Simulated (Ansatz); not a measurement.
# CsPbCl3: the cost of one run

Computed with Ansatz 0.2.0 (DFT LDA, scalar-relativistic, plane waves, PAW, and further levels as typed in the inputs, unless a step's input says otherwise).

### Step 1. Starting point

Symmetry: Pm-3m, No. 221, cubic system. The conventional cell has a = 5.605 Å, b = 5.605 Å, c = 5.605 Å, α = 90.00°, β = 90.00°, γ = 90.00°. Cs (site symmetry m-3m) is surrounded by 12 Cl at 3.96 Å. Around Pb (site symmetry m-3m) lie 6 Cl at 2.80 Å. Around Cl (site symmetry 4/mmm) lie 2 Pb at 2.80 Å and 4 Cs at 3.96 Å.

Coordinates:

```
Cs Pb Cl
1.0
     5.60500    0.00000    0.00000
     0.00000    5.60500    0.00000
     0.00000    0.00000    5.60500
Cs Pb Cl
1 1 3
Direct
  0.50000 0.50000 0.50000
  0.00000 0.00000 0.00000
  0.50000 0.00000 0.00000
  0.00000 0.50000 0.00000
  0.00000 0.00000 0.50000
```

### Step 2. Relaxing cell and atoms: CsPbCl3, no spin

input.yaml

```yaml
crystal:
  lattice:
    - [5.605, 0.0, 0.0]
    - [0.0, 5.605, 0.0]
    - [0.0, 0.0, 5.605]
  atoms:
    - { symbol: Cs, position: [0.5, 0.5, 0.5] }
    - { symbol: Pb, position: [0.0, 0.0, 0.0] }
    - { symbol: Cl, position: [0.5, 0.0, 0.0] }
    - { symbol: Cl, position: [0.0, 0.5, 0.0] }
    - { symbol: Cl, position: [0.0, 0.0, 0.5] }
scf:
  occupations: { method: fixed }
output:
  forces: true
  stress: true
  eigenvalues: true
  write_density: true
  write_potential: true
  elf: true
  volumetric_format: npy
hamiltonian:
  xc: lda
relax:
  f_tol: 0.005
  max_steps: 60
  cell: { stress_tol: 0.03 }
kpoints:
  mp_grid: { grid: [6, 6, 6] }
```

The run is started by

```console
$ ansatz run input.yaml --threads 8 --pin off --max-ram 16384MiB --backend cpu --events-out ev --progress --plain --runs-dir out
```

What time and memory should one allow on 8 threads of Arm Neoverse V2, shared host?

About 5.4 s, with a peak of 0.64 GiB.
